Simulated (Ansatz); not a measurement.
# SiAs+ (triplet): wave-function methods side by side, cc-pVTZ

How much of the correlation energy of SiAs+ (triplet) does each wave-function method recover here?

The runs use Ansatz 0.2.0, Gaussian basis; cc-pVTZ, core rule «outside noble gas», up to 19 orbitals frozen.

To be run: UHF; CCSD(T) on ROHF; CCSD(T) on UHF; BCCD(T) on ROHF; CISD as a restricted active space (open shells left free, so some higher excitations enter); CCSDT(Q) on ROHF; CCSDT(Q) on UHF; CASSCF and MRCISD+Q, 8 electrons in 8 orbitals; CASSCF and NEVPT2, 8 electrons in 8 orbitals.

6 further runs of the same task are left out: 6 set aside as unsound or not needed. Runs told in other sessions of the task aren't counted.

### Step 1. The geometry

The geometry is a PBE0/def2-TZVP stationary point (not a proven minimum) of the parent state, kept for this charge and spin. No spin-orbit coupling is included. The filled d shell of As may be among the frozen orbitals whatever the setting's name suggests.

2 atoms, charge 1, spin multiplicity 3.

Atoms are counted from 1 here; the program's logs count them from 0.

Bond lengths: Si1–As2 2.340 Å.

### Step 2. UHF

The input, in.yaml:

```yaml
crystal:
  periodic: [false, false, false]
  atoms:
    - {symbol: Si, position_ang: [0.000000, 0.000000, 0.000000]}
    - {symbol: As, position_ang: [0.000000, 0.000000, 2.339600]}
basis:
  gaussian: {orbitals: cc-pVTZ}
total_charge: 1
magnetization: {spin_polarized: true, initial_magnetization: 2}
hamiltonian: {xc: hf}
output: {orbitals: {seedname: orbitals}}
```

Command:

```
$ ansatz run in.yaml --threads 1 --pin off --events-out ev --progress --plain --max-ram 2393MiB
```

The runs that follow: CCSD(T) on ROHF; CCSD(T) on UHF; BCCD(T) on ROHF; CISD as a restricted active space (open shells left free, so some higher excitations enter); CCSDT(Q) on ROHF; CCSDT(Q) on UHF; CASSCF and MRCISD+Q, 8 electrons in 8 orbitals; CASSCF and NEVPT2, 8 electrons in 8 orbitals.

Before running them: what should the planned runs give, taken together? Wanted: UCCSDT(Q) from the RHF energy; RMP2 from UCCSDT(Q); UMP2 from UCCSDT(Q); RCCSD from UCCSDT(Q); RCCSD(T) from UCCSDT(Q); UCCSD(T) from UCCSDT(Q); RCCSDT(Q) from UCCSDT(Q); NEVPT2 valence from UCCSDT(Q); MRCISD+Q valence from UCCSDT(Q).

**Answer**, as computed:

| quantity | value |
| --- | --- |
| UCCSDT(Q) from the ROHF energy | -5.4055 eV |
| RMP2 from UCCSDT(Q) | +111.6 kJ/mol |
| UMP2 from UCCSDT(Q) | +114.6 kJ/mol |
| RCCSD from UCCSDT(Q) | +31.6 kJ/mol |
| RCCSD(T) from UCCSDT(Q) | +6.7 kJ/mol |
| UCCSD(T) from UCCSDT(Q) | +6.2 kJ/mol |
| RCCSDT(Q) from UCCSDT(Q) | +0.7 kJ/mol |
| NEVPT2 valence from UCCSDT(Q) | +88.6 kJ/mol |
| MRCISD+Q valence from UCCSDT(Q) | +6.4 kJ/mol |
| levels within 1 kcal/mol (43 meV) | RCCSDT, UCCSDT, RCCSDT(Q) |
| T1 diagnostic | 0.029 |
| effectively unpaired electrons | 2.07 |

RCCSD(T) misses by +6.7 kJ/mol, 1.3 % of the correlation energy. One determinant dominates. Of the multireference levels listed MRCISD+Q valence comes nearest in total energy (+6.4 kJ/mol), which doesn't show that its space is the better one. These misses are within one basis, not against nature; the frozen cores of restricted and unrestricted runs differ, which can shift their rows.

With open shells the CI space here admits some higher excitations, so it is larger than plain CISD.
